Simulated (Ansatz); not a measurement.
**FH3OSn: a ladder of functionals and wavefunction methods**

One table from this session's results is given with a row withheld; the runs are named, their logs left out.

Program: Ansatz 0.2.0, Gaussian basis. Level of theory: functionals in def2-TZVPP, the program's frozen cores in correlated methods. These are calculated values, not measurements.

Levels to be run: LDA (SPW92), PBE-D4, revPBE-D4, BLYP-D4, r2SCAN-D4, B97M-V, PBE0-D4, B3LYP-D4, r2SCANh-D4, r2SCAN0-D4, HSE06-D4, BHLYP-D4, CAM-B3LYP-D4, LC-ωPBE, ωB97X-V, ωB97M-V, B2PLYP, PBE-QIDH; CCSD(T)/def2-SVP; CCSD(T)/def2-TZVPP; CCSD(T)/def2-QZVPP; extrapolation to the limit; RPA on PBE.

1 further run of the same task is left out (for a known fault of the program).

**The geometry**

The geometry comes from an earlier relaxation with PBE0-D4 in a triple-zeta def2 set; it is a stationary point. Sn takes the def2 core potential; no spin-orbit term is included.

SMILES `[OH][SnH2][F]`, 6 atoms, charge 0, spin multiplicity 1.

Atoms are counted from 1 here; the program's logs count them from 0.

Bond lengths: O1–Sn2 1.948 Å, O1–H4 0.960 Å, Sn2–F3 1.922 Å, Sn2–H5 1.701 Å, Sn2–H6 1.692 Å. Angles: Sn2–O1–H4 114.0°, O1–Sn2–F3 105.3°, O1–Sn2–H5 111.8°, O1–Sn2–H6 106.0°, F3–Sn2–H5 104.3°, F3–Sn2–H6 107.5°, H5–Sn2–H6 120.8°.

The first run:

Contents of in.yaml:

```yaml
crystal:
  periodic: [false, false, false]
  atoms:
    - {symbol: O, position_ang: [-1.414368, -0.332996, -0.424974]}
    - {symbol: Sn, position_ang: [0.302304, 0.255856, 0.283655]}
    - {symbol: F, position_ang: [1.409127, -1.315052, 0.302142]}
    - {symbol: H, position_ang: [-1.368562, -0.685698, -1.316739]}
    - {symbol: H, position_ang: [1.096130, 1.317147, -0.782063]}
    - {symbol: H, position_ang: [0.017468, 0.696742, 1.891879]}
basis:
  gaussian: {orbitals: def2-TZVPP}
hamiltonian: {xc: lda}
output: {orbitals: {seedname: orbitals}}
```

Started as:

```console
> ansatz run in.yaml --threads 2 --pin off --events-out ev --progress --plain --max-ram 32768MiB --backend cpu
```

Among the steps run: LDA; PBE-D4 (GGA); revPBE-D4 (GGA); BLYP-D4 (GGA); r2SCAN-D4 (meta-GGA); B97M-V (meta-GGA); PBE0-D4 (hybrid); B3LYP-D4 (hybrid); r2SCANh-D4 (hybrid); r2SCAN0-D4 (hybrid); HSE06-D4 (hybrid); BHLYP-D4 (hybrid); CAM-B3LYP-D4 (range-separated); LC-ωPBE (range-separated); ωB97X-V (range-separated); ωB97M-V (range-separated); B2PLYP (double hybrid); PBE-QIDH (double hybrid).

One of the session's tables, all rows but one given; the rest of the session is left out.

It belongs to the step «Orbital energies across the functionals». 

| functional | HOMO (eV) | gap (eV) |
| --- | --- | --- |
| LDA (SPW92) | -7.48 | 5.64 |
| PBE-D4 | -7.30 | 5.69 |
| revPBE-D4 | -7.23 | 5.71 |
| BLYP-D4 | -7.21 | 5.59 |
| r2SCAN-D4 | ? | ? |
| B97M-V | -7.80 | 6.40 |
| PBE0-D4 | -8.97 | 8.32 |
| B3LYP-D4 | -8.72 | 7.70 |
| r2SCANh-D4 | -8.31 | 7.40 |
| r2SCAN0-D4 | -9.24 | 8.84 |
| HSE06-D4 | -8.56 | 7.54 |
| BHLYP-D4 | -10.53 | 10.68 |
| CAM-B3LYP-D4 | -10.45 | 10.70 |
| LC-ωPBE | -11.81 | 13.31 |
| ωB97X-V | -11.47 | 12.81 |
| ωB97M-V | -11.37 | 12.36 |

Estimate the missing values for r2SCAN-D4.

Worked estimate for «HOMO (eV)». Against the share of exact exchange, r2SCANh-D4 (0.1, -8.31), r2SCAN0-D4 (0.25, -9.24) give a slope of -6.20 per unit share; at 0 the line stands at -7.69.

The run gave: HOMO (eV): -7.68; gap (eV): 6.43. In «HOMO (eV)» the line misses by -0.01.
